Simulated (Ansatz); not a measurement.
# LiMg: lattice vibrations

Aim: phonons by finite displacements on a 2×2×2 mesh of wavevectors, at three volumes, and the mode Grüneisen parameters. Runs: reference run (LAPW); volume scaled by 0.970 (LAPW); volume scaled by 1.030 (LAPW); mode Grüneisen parameters (LAPW). Companion runs by PAW are cited.

Computed with Ansatz 0.2.0 (DFT PBEsol, all-electron LAPW, scalar-relativistic unless said, unless a step's input says otherwise).

### Step 1. The starting structure

The structure is hexagonal, space group P-6m2 (No. 187). Conventional cell: a = 3.111 Å, b = 3.111 Å, c = 5.019 Å, α = 90.00°, β = 90.00°, γ = 120.00°. Around Li (site symmetry -6m2) lie 6 Mg at 3.09 Å and 6 Li at 3.11 Å. Mg (site symmetry -6m2) has 6 Li at 3.09 Å and 6 Mg at 3.11 Å as nearest neighbours.

Coordinates:

```xyz
2
Lattice="3.1110 0.0000 0.0000 -1.5555 2.6942 0.0000 0.0000 0.0000 5.0186" Properties=species:S:1:pos:R:3 pbc="T T T"
Li    0.0000    0.0000    0.0000
Mg    1.5555    0.8981    2.5093
```

Cartesian axes are those of the input's lattice vectors. The structure goes back to a database entry.

### Step 2. Reference run, LAPW

File input.yaml:

```yaml
crystal:
  lattice:
    - [3.11100836069, 0.0, 0.0]
    - [-1.55550418034, 2.69421227174, 0.0]
    - [0.0, 0.0, 5.0186177394]
  atoms:
    - { symbol: Li, position: [0.0, 0.0, 0.0] }
    - { symbol: Mg, position: [0.666666666667, 0.333333333333, 0.5] }
kpoints:
  mp_grid: { grid: [12, 12, 8] }
scf:
  occupations: { method: fermi_dirac, width: 0.08 }
hamiltonian:
  xc: pbesol
  pseudopotentials: { kind: all_electron, lapw: { basis_error: 0.001 } }
phonons:
  qmesh: [2, 2, 2]
  qpath:
    path:
      - [0.0, 0.0, 0.0]
      - [0.5, 0.0, 0.0]
      - [0.3333333333, 0.3333333333, 0.0]
      - [0.0, 0.0, 0.0]
      - [0.0, 0.0, 0.5]
      - [0.5, 0.0, 0.5]
      - [0.3333333333, 0.3333333333, 0.5]
      - [0.0, 0.0, 0.5]
      - [0.5, 0.0, 0.5]
    npoints: 6
  temperatures: { t_min: 0, t_max: 1000, t_step: 100 }
```

Launch:

```
> ansatz run input.yaml --threads 2 --pin off --max-ram 5120MiB --backend cpu --events-out ev --progress --plain --runs-dir out
```

### Step 3. Volume scaled by 0.970, LAPW

Changes to input.yaml since step 2:

```diff
@@ -2,5 +2,5 @@
   lattice:
-    - [3.11100836069, 0.0, 0.0]
-    - [-1.55550418034, 2.69421227174, 0.0]
-    - [0.0, 0.0, 5.0186177394]
+    - [3.07958188519, 0.0, 0.0]
+    - [-1.5397909426, 2.66699614561, 0.0]
+    - [0.0, 0.0, 4.96792116482]
   atoms:
```

### Step 4. Volume scaled by 1.030, LAPW

Changes to input.yaml since step 3:

```diff
@@ -2,5 +2,5 @@
   lattice:
-    - [3.07958188519, 0.0, 0.0]
-    - [-1.5397909426, 2.66699614561, 0.0]
-    - [0.0, 0.0, 4.96792116482]
+    - [3.141812427, 0.0, 0.0]
+    - [-1.5709062135, 2.72088937571, 0.0]
+    - [0.0, 0.0, 5.06831025569]
   atoms:
```

(Steps that only read results are left out.)

Before running it: what results should come out? Wanted: highest mode on the mesh, without the LO shift; optical modes at Γ.

**Answer**, as computed:

| quantity | value |
| --- | --- |
| highest mode on the mesh, without the LO shift (LAPW) | 312 cm⁻¹ |
| optical modes at Γ | 150 (E'), 312 (A2'') cm⁻¹ |
| mean Grüneisen parameter at 300 K (LAPW) | 1.02 |

**Reading.** No mode on the mesh is unstable; the highest lies at 312 cm⁻¹ by LAPW. Weighted by heat capacity at 300 K the mean Grüneisen parameter of the sampled modes is 1.02, which points to expansion on heating. Some modes have negative γ and soften under compression. PAW differs from LAPW by at most 0.1 cm⁻¹. Each set of modes is computed in the harmonic approximation. Cautions: responses of metals move with mesh and smearing.
